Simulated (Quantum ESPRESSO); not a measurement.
# SiTe (Pmma) in Quantum ESPRESSO: a series of runs

One crystal, SiTe, is run at these levels: LDA, PBE, PBEsol; tasks: phonons.

Everything below comes from runs of Quantum ESPRESSO 7.5. Logs are shortened: lines on timing, memory, paths and dates and some standing lists are left out, and cuts for length are marked.

### 1 Starting point

Symmetry: Pmma, No. 51, orthorhombic system. Conventional cell: a = 5.424 Å, b = 3.264 Å, c = 5.718 Å, α = 90.00°, β = 90.00°, γ = 90.00°. Si (site symmetry mm2) is surrounded by 8 Te at 3.23 to 3.35 Å and 4 Si at 3.26 to 3.54 Å. Te (site symmetry mm2) is surrounded by 8 Si at 3.23 to 3.35 Å and 4 Te at 3.26 to 3.46 Å.

The cell was built by a generator and needn't be a form met in nature.

### 2 Phonons, LDA

File pw.in:

```
&CONTROL
  calculation = 'scf'
  prefix = 'pwscf'
  outdir = './tmp'
  pseudo_dir = './pseudo'
  tprnfor = .true.
  tstress = .true.
  disk_io = 'low'
/
&SYSTEM
  ibrav = 0
  celldm(1) = 8
  nat = 4
  ntyp = 2
  ecutwfc = 45
  ecutrho = 360
  nbnd = 16
  occupations = 'smearing'
  smearing = 'fd'
  degauss = 0.00367493
/
&ELECTRONS
  conv_thr = 8d-10
  electron_maxstep = 120
  mixing_beta = 0.5
/
ATOMIC_SPECIES
Si    28.0850 si_lda_v1.uspp.F.UPF
Te   127.6000 te_lda_v1.uspp.F.UPF
CELL_PARAMETERS alat
  1.2811432135241   0.0000000000000   0.0000000000000
  0.0000000000000   0.7709129174400   0.0000000000000
  0.0000000000000   0.0000000000000   1.3507699765269
ATOMIC_POSITIONS crystal
Si     0.2500000000    0.5000000000    0.6987790900
Si     0.7500000000    0.5000000000    0.3012209100
Te     0.2500000000    0.0000000000    0.1878074700
Te     0.7500000000    0.0000000000    0.8121925300
K_POINTS automatic
2 4 2 1 1 1
```

File relax.in:

```
&CONTROL
  calculation = 'vc-relax'
  prefix = 'pwscf'
  outdir = './tmp'
  pseudo_dir = './pseudo'
  tprnfor = .true.
  tstress = .true.
  disk_io = 'low'
  nstep = 40
  forc_conv_thr = 0.0001
  etot_conv_thr = 1d-06
/
&SYSTEM
  ibrav = 0
  celldm(1) = 8
  nat = 4
  ntyp = 2
  ecutwfc = 45
  ecutrho = 360
  nbnd = 16
  occupations = 'smearing'
  smearing = 'fd'
  degauss = 0.00367493
/
&ELECTRONS
  conv_thr = 8d-10
  electron_maxstep = 120
  mixing_beta = 0.5
/
&IONS
  ion_dynamics = 'bfgs'
/
&CELL
  cell_dynamics = 'bfgs'
  press = 0
  press_conv_thr = 0.2
/
ATOMIC_SPECIES
Si    28.0850 si_lda_v1.uspp.F.UPF
Te   127.6000 te_lda_v1.uspp.F.UPF
CELL_PARAMETERS alat
  1.2811432135241   0.0000000000000   0.0000000000000
  0.0000000000000   0.7709129174400   0.0000000000000
  0.0000000000000   0.0000000000000   1.3507699765269
ATOMIC_POSITIONS crystal
Si     0.2500000000    0.5000000000    0.6987790900
Si     0.7500000000    0.5000000000    0.3012209100
Te     0.2500000000    0.0000000000    0.1878074700
Te     0.7500000000    0.0000000000    0.8121925300
K_POINTS automatic
2 4 2 1 1 1
```

File scf2.in:

```
&CONTROL
  calculation = 'scf'
  prefix = 'pwscf'
  outdir = './tmp'
  pseudo_dir = './pseudo'
  tprnfor = .true.
  tstress = .true.
  disk_io = 'low'
/
&SYSTEM
  ibrav = 0
  celldm(1) = 8
  nat = 4
  ntyp = 2
  ecutwfc = 45
  ecutrho = 360
  nbnd = 16
  occupations = 'smearing'
  smearing = 'fd'
  degauss = 0.00367493
/
&ELECTRONS
  conv_thr = 1d-13
  electron_maxstep = 120
  mixing_beta = 0.5
  startingpot = 'file'
  startingwfc = 'file'
/
ATOMIC_SPECIES
Si    28.0850 si_lda_v1.uspp.F.UPF
Te   127.6000 te_lda_v1.uspp.F.UPF
CELL_PARAMETERS alat
  1.2388609295340   0.0000000000000   0.0000000000000
  0.0000000000000   0.7165448241393   0.0000000000000
  0.0000000000000   0.0000000000000   1.2388565007246
ATOMIC_POSITIONS crystal
Si     0.2500000000    0.5000000000    0.7499882829
Si     0.7500000000    0.5000000000    0.2500117171
Te     0.2500000000    0.0000000000    0.2499864620
Te     0.7500000000    0.0000000000    0.7500135380
K_POINTS automatic
2 4 2 1 1 1
```

File ph.in:

```
phonons of SiTe
&INPUTPH
  prefix = 'pwscf'
  outdir = './tmp'
  tr2_ph = 1d-18
  fildyn = 'dyn'
  niter_ph = 90
  alpha_mix(1) = 0.4
/
0.0000000000 0.0000000000 0.0000000000
```

File dynmat.in:

```
&INPUT
  fildyn = 'dyn'
  asr = 'crystal'
  filout = 'dynmat.disp'
  fileig = 'dynmat.eig'
/
```

Potentials or basis: GBRV 1.5 LDA.

The run is started by

```bash
OMP_NUM_THREADS=1 pw.x -in pw.in > pw.out
OMP_NUM_THREADS=1 pw.x -in relax.in > relax.out
OMP_NUM_THREADS=1 pw.x -in scf2.in > scf2.out
OMP_NUM_THREADS=1 ph.x -in ph.in > ph.out
OMP_NUM_THREADS=1 dynmat.x -in dynmat.in > dynmat.out
```

pw.out:

```text
This program is part of the open-source Quantum ESPRESSO suite
     for quantum simulation of materials; please cite
[... 9 lines left out ...]
     --------------------
     sticks:   dense  smooth     PW     G-vecs:    dense   smooth      PW
     Sum        1805     909    257                78849    27843    4189

     Using Slab Decomposition

     bravais-lattice index     =            0
     lattice parameter (alat)  =       8.0000  a.u.
     unit-cell volume          =     683.0529 (a.u.)^3
     number of atoms/cell      =            4
     number of atomic types    =            2
     number of electrons       =        20.00
     number of Kohn-Sham states=           16
     kinetic-energy cutoff     =      45.0000  Ry
     charge density cutoff     =     360.0000  Ry
     scf convergence threshold =      8.0E-10
     mixing beta               =       0.5000
     number of iterations used =            8  plain     mixing
     Exchange-correlation= SLA  PZ   NOGX NOGC
                           (   1   1   0   0   0   0   0)

     celldm(1)=   8.000000  celldm(2)=   0.000000  celldm(3)=   0.000000
     celldm(4)=   0.000000  celldm(5)=   0.000000  celldm(6)=   0.000000

     crystal axes: (cart. coord. in units of alat)
               a(1) = (   1.281143   0.000000   0.000000 )
               a(2) = (   0.000000   0.770913   0.000000 )
               a(3) = (   0.000000   0.000000   1.350770 )

     reciprocal axes: (cart. coord. in units 2 pi/alat)
               b(1) = (  0.780553  0.000000  0.000000 )
               b(2) = (  0.000000  1.297163  0.000000 )
               b(3) = (  0.000000  0.000000  0.740318 )

     PseudoPot. # 1 for Si read from file:
     si_lda_v1.uspp.F.UPF
     Pseudo is Ultrasoft + core correction, Zval =  4.0
     Generated by new atomic code, or converted to UPF format
     Using radial grid of  899 points,  6 beta functions with:
                l(1) =   0
                l(2) =   0
                l(3) =   1
                l(4) =   1
                l(5) =   2
                l(6) =   2
     Q(r) pseudized with  8 coefficients,  rinner =    0.900   0.900   0.900
                                                       0.900   0.900

     PseudoPot. # 2 for Te read from file:
     te_lda_v1.uspp.F.UPF
     Pseudo is Ultrasoft + core correction, Zval =  6.0
     Generated by new atomic code, or converted to UPF format
     Using radial grid of  891 points,  5 beta functions with:
                l(1) =   0
                l(2) =   0
                l(3) =   1
                l(4) =   1
                l(5) =   2
     Q(r) pseudized with  6 coefficients,  rinner =    1.800   1.800   1.800
                                                       1.800   1.800

     atomic species   valence    mass     pseudopotential
     Si                4.00    28.08500     Si( 1.00)
     Te                6.00   127.60000     Te( 1.00)

      8 Sym. Ops., with inversion, found ( 4 have fractional translation)

   Cartesian axes

     site n.     atom                  positions (alat units)
         1        Si     tau(   1) = (   0.3202858   0.3854565   0.9438898  )
         2        Si     tau(   2) = (   0.9608574   0.3854565   0.4068802  )
         3        Te     tau(   3) = (   0.3202858   0.0000000   0.2536847  )
         4        Te     tau(   4) = (   0.9608574   0.0000000   1.0970853  )

     number of k points=     2  Fermi-Dirac smearing, width (Ry)=  0.0037
                       cart. coord. in units 2pi/alat
        k(    1) = (   0.1951382   0.1621454   0.1850796), wk =   1.0000000
        k(    2) = (   0.1951382   0.4864363   0.1850796), wk =   1.0000000

     Dense  grid:    78849 G-vectors     FFT dimensions: (  64,  40,  72)

     Smooth grid:    27843 G-vectors     FFT dimensions: (  48,  27,  48)

     Initial potential from superposition of free atoms

     starting charge      19.9984, renormalised to      20.0000
     Starting wfcs are   16 randomized atomic wfcs

     Self-consistent Calculation

     iteration #  1     ecut=    45.00 Ry     beta= 0.50
     Davidson diagonalization with overlap
     ethr =  1.00E-02,  avg # of iterations =  2.0

     Threshold (ethr) on eigenvalues was too large:
     Diagonalizing with lowered threshold

     Davidson diagonalization with overlap
     ethr =  7.24E-05,  avg # of iterations =  3.5

     total energy              =     -72.15639676 Ry
     estimated scf accuracy    <       0.01580845 Ry

     iteration #  2     ecut=    45.00 Ry     beta= 0.50
     Davidson diagonalization with overlap
     ethr =  7.90E-05,  avg # of iterations =  1.5

     total energy              =     -72.15705829 Ry
     estimated scf accuracy    <       0.00293381 Ry

     iteration #  3     ecut=    45.00 Ry     beta= 0.50
     Davidson diagonalization with overlap
     ethr =  1.47E-05,  avg # of iterations =  2.0

     total energy              =     -72.15752885 Ry
     estimated scf accuracy    <       0.00083329 Ry

     iteration #  4     ecut=    45.00 Ry     beta= 0.50
     Davidson diagonalization with overlap
     ethr =  4.17E-06,  avg # of iterations =  2.0

     total energy              =     -72.15770182 Ry
     estimated scf accuracy    <       0.00001589 Ry

     iteration #  5     ecut=    45.00 Ry     beta= 0.50
     Davidson diagonalization with overlap
     ethr =  7.95E-08,  avg # of iterations =  5.5

     total energy              =     -72.15772863 Ry
     estimated scf accuracy    <       0.00000262 Ry

     iteration #  6     ecut=    45.00 Ry     beta= 0.50
     Davidson diagonalization with overlap
     ethr =  1.31E-08,  avg # of iterations =  2.0

     total energy              =     -72.15772925 Ry
     estimated scf accuracy    <       0.00000182 Ry

     iteration #  7     ecut=    45.00 Ry     beta= 0.50
     Davidson diagonalization with overlap
     ethr =  9.09E-09,  avg # of iterations =  1.0

     total energy              =     -72.15772939 Ry
     estimated scf accuracy    <       0.00000013 Ry

     iteration #  8     ecut=    45.00 Ry     beta= 0.50
     Davidson diagonalization with overlap
     ethr =  6.60E-10,  avg # of iterations =  3.0

     total energy              =     -72.15772943 Ry
     estimated scf accuracy    <          3.5E-09 Ry

     iteration #  9     ecut=    45.00 Ry     beta= 0.50
     Davidson diagonalization with overlap
     ethr =  1.73E-11,  avg # of iterations =  4.5

     End of self-consistent calculation

          k = 0.1951 0.1621 0.1851 (  3493 PWs)   bands (ev):

    -5.9660  -4.8661  -1.3988  -0.3334   2.6322   3.4296   4.5775   5.0238
     6.4366   7.0512   8.5480   8.7732   9.1142   9.9967  10.4952  10.6623

          k = 0.1951 0.4864 0.1851 (  3470 PWs)   bands (ev):

    -4.6580  -3.6664  -0.3049   0.3454   2.2842   2.6332   3.4386   4.2439
     5.0969   5.7834   6.4190   7.3558   7.8658   8.5269   9.1407   9.8582

     the Fermi energy is     6.7572 ev

!    total energy              =     -72.15772944 Ry
     estimated scf accuracy    <          6.7E-11 Ry
     smearing contrib. (-TS)   =      -0.00014837 Ry
     internal energy E=F+TS    =     -72.15758107 Ry

     The total energy is F=E-TS. E is the sum of the following terms:
     one-electron contribution =      16.31097177 Ry
     hartree contribution      =       1.53908683 Ry
     xc contribution           =     -36.98972053 Ry
     ewald contribution        =     -53.01791914 Ry

     convergence has been achieved in   9 iterations

     Forces acting on atoms (cartesian axes, Ry/au):

     atom    1 type  1   force =     0.00000000    0.00000000    0.00177735
     atom    2 type  1   force =     0.00000000    0.00000000   -0.00177735
     atom    3 type  2   force =     0.00000000    0.00000000    0.02528219
     atom    4 type  2   force =     0.00000000    0.00000000   -0.02528219

     Total force =     0.035843     Total SCF correction =     0.000008

     Computing stress (Cartesian axis) and pressure

          total   stress  (Ry/bohr**3)                   (kbar)     P=      -91.18
  -0.00032213   0.00000000   0.00000000          -47.39        0.00        0.00
   0.00000000  -0.00076349   0.00000000            0.00     -112.31        0.00
   0.00000000   0.00000000  -0.00077383            0.00        0.00     -113.83

=------------------------------------------------------------------------------=
   JOB DONE.
=------------------------------------------------------------------------------=
```

It took 11 min on 1 thread of Intel Xeon Platinum 8175M at 2.50GHz (Skylake/Cascade Lake), shared host; peak memory 0.32 GiB.

Results:

```yaml
Free_energy: -982.7162 eV
Relaxed_volume: 20.86 Å³/atom
Relaxed_cell: a = 5.245 Å, b = 3.033 Å, c = 5.245 Å, α = 90.00°, β = 90.00°, γ = 90.00°
Space_group_after_relaxing_to_0.05_Å: P4/mmm (No. 123)
Pressure_after_relaxing: 0.0 GPa
Band_gap_on_the_k_mesh: none (metal or under the smearing width)
Highest_phonon_frequency_at_Γ: 171 cm⁻¹
Most_unstable_mode: 163i cm⁻¹
```

Step by step:
```
step  energy change (eV)  largest force (eV/Å)  pressure (GPa)  volume (Å³)
   1              0.0000                0.6500           -9.12       101.22
   2             -0.2917                0.7121           -7.71        96.58
   3             -0.6166                0.7825           -4.76        90.13
   4             -0.7863                0.7210            2.24        81.40
   5             -0.8147                0.6766            0.72        82.79
   6             -0.8572                0.5043           -0.11        83.60
   7             -0.8852                0.3142           -0.13        83.78
   8             -0.9035                0.1740            0.12        83.98
   9             -0.9082                0.1788            0.01        84.18
  10             -0.9127                0.1684           -0.10        84.37
  11             -0.9143                0.1661           -0.08        84.33
  12             -0.9162                0.1632           -0.05        84.29
  13             -0.9191                0.1585           -0.03        84.22
  14             -0.9234                0.1511            0.00        84.12
  15             -0.9296                0.1393            0.03        83.98
  16             -0.9381                0.1204            0.07        83.80
  17             -0.9484                0.0899            0.13        83.56
  18             -0.9579                0.0395            0.21        83.30
  19             -0.9602                0.0097            0.12        83.33
  20             -0.9606                0.0088            0.01        83.44
  21             -0.9607                0.0007           -0.03        83.47
  22             -0.9607                0.0005           -0.01        83.45
  23             -0.9607                0.0002            0.00        83.44
```

Final structure:
```
CELL_PARAMETERS angstrom
5.24462 0.00000 0.00000
0.00000 3.03343 0.00000
0.00000 0.00000 5.24460
ATOMIC_POSITIONS crystal
Si 0.25000 0.50000 0.74999
Si 0.75000 0.50000 0.25001
Te 0.25000 0.00000 0.24999
Te 0.75000 0.00000 0.75001
```

Levels at points of the mesh, in eV from the Fermi level:
```
           k point  band 6  band 7  band 8  band 9  band 10  band 11  band 12  band 13  band 14  band 15
(0.25, 0.12, 0.25)   -3.98   -2.81   -2.19   -0.47     0.47     2.24     2.59     2.81     4.34     4.50
```

Phonon frequencies in cm⁻¹ (negative: imaginary):
```tsv
q point	frequencies
(0.000, 0.000, 0.000)	-163 -110 -6 -6 -5 54 58 58 146 146 171 171
```

Caveat: the k mesh is coarse (spacing up to 0.58 Å⁻¹), so the values aren't converged; the mesh is thin for the phonons of a metal; some modes are imaginary; the volume moved by over 15 % at a fixed basis, so the end points are rough; the cell relaxed to another space group than the one typed. Spin-orbit coupling is left out, which matters for the levels of Te.

[end of part 1 of 3]
